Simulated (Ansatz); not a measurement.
The system is WAu.

```
CELL_PARAMETERS angstrom
0.00000 2.74798 2.74798
2.74798 0.00000 2.74798
2.74798 2.74798 0.00000
ATOMIC_POSITIONS crystal
W 0.00000 0.00000 0.00000
Au 0.75000 0.75000 0.75000
```

The cell was built by a generator and needn't be a form met in nature.

```yaml
Program: Ansatz 0.2.0
Task: single point
Functional: PBE
Potentials_or_basis: all-electron LAPW, scalar-relativistic
Cutoff: 401 eV (chosen from the basis error)
Basis_error_allowed: 0.001 eV/atom
k_mesh: 8 × 8 × 8
Occupations: fermi-dirac, width 0.05 eV
Spin: no spin polarisation
```

On this cell: pressure 32.8 GPa; largest force zero by symmetry; band gap on the k mesh none (metal or under the smearing width).

The same run follows on a disturbed copy (atoms moved at random, drawn with an rms of 0.05 Å):

```
CELL_PARAMETERS angstrom
0.00000 2.74798 2.74798
2.74798 0.00000 2.74798
2.74798 2.74798 0.00000
ATOMIC_POSITIONS crystal
W 0.00387 0.99702 0.99291
Au 0.73836 0.75130 0.75806
```

Problem. What does the disturbed cell give?

Solution. The energy (extrapolated to zero smearing) moves by +20.6 meV/atom; pressure 33.2 GPa; largest force 1.333 eV/Å; band gap on the k mesh none (metal or under the smearing width).

Forces in eV/Å, atoms in the order of the input:
```
W    1.148 -0.114 -0.668
Au  -1.148  0.114  0.668
```

Stress tensor (GPa, compression positive):
```
32.94 -3.74 -0.45
-3.74 33.32  6.45
-0.45  6.45 33.19
```

Caveats: a pressure of tens of GPa on the cell as given is suspect, and the run, the potentials or the cell itself is likely at fault (some runs).

The runs don't all hold the same shells in valence.
